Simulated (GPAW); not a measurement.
# AgRh (P-6m2) in GPAW: notebook

The runs below take AgRh through single point, with LDA, PBE.

Everything below comes from runs of GPAW 26.7.0. Logs are shortened: lines on timing, memory, paths and dates and some standing lists are left out, and cuts for length are marked. The log counts tension as positive stress, the text compression.

### 1 Starting point

The structure is hexagonal, space group P-6m2 (No. 187). The conventional cell has a = 2.778 Å, b = 2.778 Å, c = 4.809 Å, α = 90.00°, β = 90.00°, γ = 120.00°. Ag (site symmetry -6m2) has 6 Ag at 2.78 Å and 6 Rh at 2.89 Å as nearest neighbours. Around Rh (site symmetry -6m2) lie 6 Rh at 2.78 Å and 6 Ag at 2.89 Å.

The cell comes from a database or a generator and needn't be the stable form of this composition.

### 2 Single point, LDA

run.py

```python
from ase.dft.bandgap import bandgap
from ase.io import read, write
from ase.units import GPa
from gpaw import GPAW, PW

atoms = read('AgRh.cif')

calc = GPAW(mode=PW(400),
            xc='LDA',
            kpts={'size': (9, 9, 5), 'gamma': True},
            occupations={'name': 'fermi-dirac', 'width': 0.05},
            nbands=29,
            maxiter=120,
            txt='gpaw.txt')
atoms.calc = calc
energy = atoms.get_potential_energy()
forces = atoms.get_forces()
stress = atoms.get_stress()
calc.write('gs.gpw')
write('result.traj', atoms)
print(f'Energy: {energy:.6f} eV')
print('Forces (eV/A):')
print(forces.round(4))
print('Stress (GPa):', (stress / GPa).round(3))
print('Fermi level:', round(calc.get_fermi_level(), 4), 'eV')
print(f'Gap: {bandgap(calc)[0]:.4f} eV, direct: {bandgap(calc, direct=True)[0]:.4f} eV')
```

AgRh.cif

```cif
data_AgRh
_cell_length_a 2.77758820
_cell_length_b 2.77758820
_cell_length_c 4.80860200
_cell_angle_alpha 90.00000000
_cell_angle_beta 90.00000000
_cell_angle_gamma 120.00000000
_space_group_name_H-M_alt 'P-6m2'
_space_group_name_Hall 'P -6 2'
_space_group_IT_number 187
loop_
_space_group_symop_operation_xyz
'x,y,z'
'-x+y,-x,-z'
'-y,x-y,z'
'x,y,-z'
'-x+y,-x,z'
'-y,x-y,-z'
'-y,-x,-z'
'x,x-y,z'
'-x+y,y,-z'
'-y,-x,z'
'x,x-y,-z'
'-x+y,y,z'
loop_
_atom_site_label
_atom_site_type_symbol
_atom_site_symmetry_multiplicity
_atom_site_Wyckoff_symbol
_atom_site_fract_x
_atom_site_fract_y
_atom_site_fract_z
_atom_site_occupancy
Ag1 Ag 1 b 0.0000000000 0.0000000000 0.5000000000 1
Rh1 Rh 1 e 0.6666666667 0.3333333333 0.0000000000 1
```

Potentials or basis: the program's PAW data sets (release 1.2.1) made for this functional, pw.

Command:

```sh
> OMP_NUM_THREADS=1 python run.py
```

gpaw.txt:

```text
__  _  _
 | _ |_)|_||  |
 |__||  | ||/\| - 26.7.0

Input parameters:
  mode=PW(ecut=400.0),
  kpts=MonkhorstPack(size=(9, 9, 5), gamma=True),
  maxiter=120,
  nbands=29,
  occupations=Occupations(name='fermi-dirac', width=0.05),
  xc=XC(name='LDA')

Diagonalizing LCAO Hamiltonian
Converting LCAO to pw mode

       Ag

           Rh

Atoms  # Å, Bohr magnetons
|   | symbol |        x |        y |        z |    initial magnetic moments |
|---|--------|----------|----------|----------|-----------------------------|
| 0 |     Ag | 0.000000 | 0.000000 | 2.404301 | ( 0.0000,  0.0000,  0.0000) |
| 1 |     Rh | 1.388794 | 0.801821 | 0.000000 | ( 0.0000,  0.0000,  0.0000) |

Unit cell  # Å
| periodic |         x |        y |        z |  lengths |     angles |
|----------|-----------|----------|----------|----------|------------|
|      yes |  2.777588 | 0.000000 | 0.000000 | 2.777588 |  90.000000 |
|      yes | -1.388794 | 2.405462 | 0.000000 | 2.777588 |  90.000000 |
|      yes |  0.000000 | 0.000000 | 4.808602 | 4.808602 | 120.000000 |

Number of symmetries: 12
Symmetry operations  # r_c * U_cc + t_c -> r_c
|    | kind |            matrix            |
|----|------|------------------------------|
|  0 |  σ   |  1, 1, 0,  0,-1, 0,  0, 0, 1 |
|  1 |  C2  |  1, 1, 0,  0,-1, 0,  0, 0,-1 |
|  2 |  E   |  1, 0, 0,  0, 1, 0,  0, 0, 1 |
|  3 |  σ   |  1, 0, 0,  0, 1, 0,  0, 0,-1 |
|  4 |  C3  |  0, 1, 0, -1,-1, 0,  0, 0, 1 |
|  5 |  S3  |  0, 1, 0, -1,-1, 0,  0, 0,-1 |
|  6 |  σ   |  0,-1, 0, -1, 0, 0,  0, 0, 1 |
|  7 |  C2  |  0,-1, 0, -1, 0, 0,  0, 0,-1 |
|  8 |  σ   | -1, 0, 0,  1, 1, 0,  0, 0, 1 |
|  9 |  C2  | -1, 0, 0,  1, 1, 0,  0, 0,-1 |
| 10 |  C3  | -1,-1, 0,  1, 0, 0,  0, 0, 1 |
| 11 |  S3  | -1,-1, 0,  1, 0, 0,  0, 0,-1 |

BZ-sampling:
  Number of BZ points: 405
  Number of IBZ points: 36

  Monkhorst-Pack size: [9, 9, 5]
  Monkhorst-Pack shift: [0, 0, 0]

K-points  # in reciprocal-cell coordinates
|     |                                coordinates |     weight |
|-----|--------------------------------------------|------------|
|   0 | (  0.00000000,   0.00000000,   0.00000000) | 0.00246914 |
|   1 | (  0.00000000,   0.00000000,   0.20000000) | 0.00493827 |
|   2 | (  0.00000000,   0.00000000,   0.40000000) | 0.00493827 |
|   3 | (  0.11111111,   0.00000000,   0.00000000) | 0.01481481 |
|   4 | (  0.11111111,   0.00000000,   0.20000000) | 0.02962963 |
|   5 | (  0.11111111,   0.00000000,   0.40000000) | 0.02962963 |
|   6 | (  0.22222222,  -0.11111111,   0.00000000) | 0.01481481 |
|   7 | (  0.22222222,  -0.11111111,   0.20000000) | 0.02962963 |
|   8 | (  0.22222222,  -0.11111111,   0.40000000) | 0.02962963 |
|   9 | (  0.22222222,   0.00000000,   0.00000000) | 0.01481481 |
| ... |                                            |            |
|  35 | (  0.44444444,   0.44444444,   0.40000000) | 0.02962963 |

Plane wave coefficients: 599
Cutoff: 400.0 eV

Spin-components: 1 (collinear spins)
Bands:           29
Projectors:      12
Spin-degeneracy: 2
Datatype:        complex128

Parallelization:
  kpt:    1
  domain: 1
  band:   1

Density:
  Valence electrons: 32.0
  Components: 1
  Grid points: [14 14 24]
  Charge: 0.0  # |e|

Potential:
  Grid points: [14 14 24]

species:
  Ag:
    name:    Silver
    Z:       47.0
    valence: 17
    core:    30
    charge:  0.0  # [|e|]
    compensation charges:
      type: gauss
      rc: 0.40  # [Å]
      lmax: 2
    cutoffs:
      filter: 2.35  # [Å]
      core: 2.19  # [Å]
    projectors
    | kind |    occ | energy [eV] | rcut [Å] |
    |------|--------|-------------|----------|
    |   5s |  1.000 |      -4.708 |    1.286 |
    |   4p |  6.000 |     -58.678 |    1.328 |
    |   5p |  0.000 |      -0.844 |    1.328 |
    |   4d | 10.000 |      -7.664 |    1.180 |
    |    s |        |      22.503 |    1.286 |
    |    d |        |      19.547 |    1.180 |

    Using partial waves for Ag as LCAO basis

  Rh:
    name:    Rhodium
    Z:       45.0
    valence: 15
    core:    30
    charge:  0.0  # [|e|]
    compensation charges:
      type: gauss
      rc: 0.38  # [Å]
      lmax: 2
    cutoffs:
      filter: 2.48  # [Å]
      core: 2.35  # [Å]
    projectors
    | kind |    occ | energy [eV] | rcut [Å] |
    |------|--------|-------------|----------|
    |   5s |  1.000 |      -4.582 |    1.270 |
    |   4p |  6.000 |     -50.540 |    1.381 |
    |   5p |  0.000 |      -0.969 |    1.381 |
    |   4d |  8.000 |      -6.147 |    1.244 |
    |    s |        |      22.630 |    1.270 |
    |    d |        |      21.064 |    1.244 |

    Using partial waves for Rh as LCAO basis

Reference energy: -274473.662487  # eV

eigensolver:
  PPCG
  Converge bands: occupied
  niter=2

density mixing:
  MSR1-Mixer
  Pratt-step length: 0.05
  Maximum mixing coefficient: 0.75
  Old densities: 10
  SVD Regularization: 0.005
  Good broyden scale: 1.0
  Trust region scale: 1.0
  Backstep threshold: 4.0
  History deletion threshold: 6.0
  Fourier metric: weight=20.0, sigma=0.015

occupation numbers:
  Fermi-Dirac:
    width: 0.0500  # eV

poisson solver:
  ecut: 3200.0  # eV

xc functional:
  name: None

convergence criteria:
- Maximum [total energy] change in last 3 cyles: 0.0005 eV / valence electron
- Maximum integral of absolute [dens]ity change: 0.0001 electrons / valence electron
- Maximum integral of absolute [eigenst]ate change: 4e-08 eV^2 / valence electron
maximum number of iterations: 120

SCF iterations
|iter     | |      energy | eigst |  dens |
|---------|-|-------------|-------|-------|
|iter:   1| |  -12.880386 | -0.35 |       |
|iter:   2| |  -12.634898 | -2.98 | -1.20 |
|iter:   3| |  -12.179521 | -2.16 | -1.25 |
|iter:   4| |  -11.942663 | -3.02 | -1.60 |
|iter:   5| |  -11.926379 | -3.97 | -2.05 |
|iter:   6| |  -11.922615 | -4.35 | -2.45 |
|iter:   7| |  -11.922749c| -5.52 | -2.96 |
|iter:   8| |  -11.922661c| -6.68 | -3.68 |
|iter:   9| |  -11.922665c| -7.92c| -4.31c|

Converged in 9 steps
Energy contributions relative to reference atoms: (reference = -274473.662487)

Energy contributions:
  Kinetic:         -12.811705
  Coulomb:           8.503627
  Zero:              0.045222
  External:          0.000000
  Xc:               -7.644521
  Entropy:          -0.030575
  Spinorbit:         0.000000
  ----------------------------
  Free energy:     -11.937952
  Extrapolated:    -11.922665

dipole moment: (-1.426456, -9.284349, -14.497896)  # |e|*Ang

Fermi level: 8.414
Eigenvalues  # (at kpt = [0.000, 0.000, 0.000])
| band index |      eig [eV] | occ [0-2] |
|------------|---------------|-----------|
|          0 |       -46.476 |     2.000 |
|        ... |               |           |
|          7 |         2.635 |     2.000 |
|          8 |         4.169 |     2.000 |
|          9 |         4.169 |     2.000 |
|         10 |         5.128 |     2.000 |
|         11 |         5.359 |     2.000 |
|         12 |         5.359 |     2.000 |
[... 8 lines left out ...]
|         21 |        27.394 |     0.000 |
|         22 |        29.919 |     0.000 |
|        ... |               |           |
|         28 |        33.293 |     0.000 |

No gap
No difference between direct/indirect transitions

Forces  # eV/Ang
|       x |        y |       z |
|---------|----------|---------|
| 0.00000 | -0.00000 | 0.00000 |  # Ag   0
| 0.00000 |  0.00000 | 0.00000 |  # Rh   1

Stress tensor  # eV/Ang^3
|         x |         y |        z |
|-----------|-----------|----------|
|  0.112677 | -0.000000 | 0.000000 |
| -0.000000 |  0.112677 | 0.000000 |
|  0.000000 |  0.000000 | 0.103941 |

# Writing to gs.gpw (mode='')
```

Wall time 13 s (1 thread of Arm Neoverse V2, shared host); peak memory 0.14 GiB.

The run converged, but some of its settings lie outside the range that counts as converged, so its numbers aren't taken as properties of the crystal.

What came out:

- Free energy: -11.9380 eV
- Pressure: -17.6 GPa
- Band gap on the k mesh: none (metal or under the smearing width)

Caveat: the cutoff is short for stress and forces, so pressures can be off by a GPa or more.

### 3 Single point, PBE

run.py: that of step 2 with these lines changed.

```diff
@@ -8,3 +8,3 @@
 calc = GPAW(mode=PW(400),
-            xc='LDA',
+            xc='PBE',
             kpts={'size': (9, 9, 5), 'gamma': True},
```

AgRh.cif is that of step 2.

Potentials or basis: GPAW PAW data sets (gpaw-data 1.2.1), pw.

Command:

```sh
> OMP_NUM_THREADS=1 python run.py
```

Wall time 10 s (1 thread of Arm Neoverse V2, shared host); peak memory 0.14 GiB.

These settings aren't checked as converged: the numbers below hold their error.

Results:

```
Free energy            : -9.5947 eV
Pressure               : -4.1 GPa
Band gap on the k mesh : none (metal or under the smearing width)
```

Caveat: the cutoff is short for stress and forces, so pressures can be off by a GPa or more.
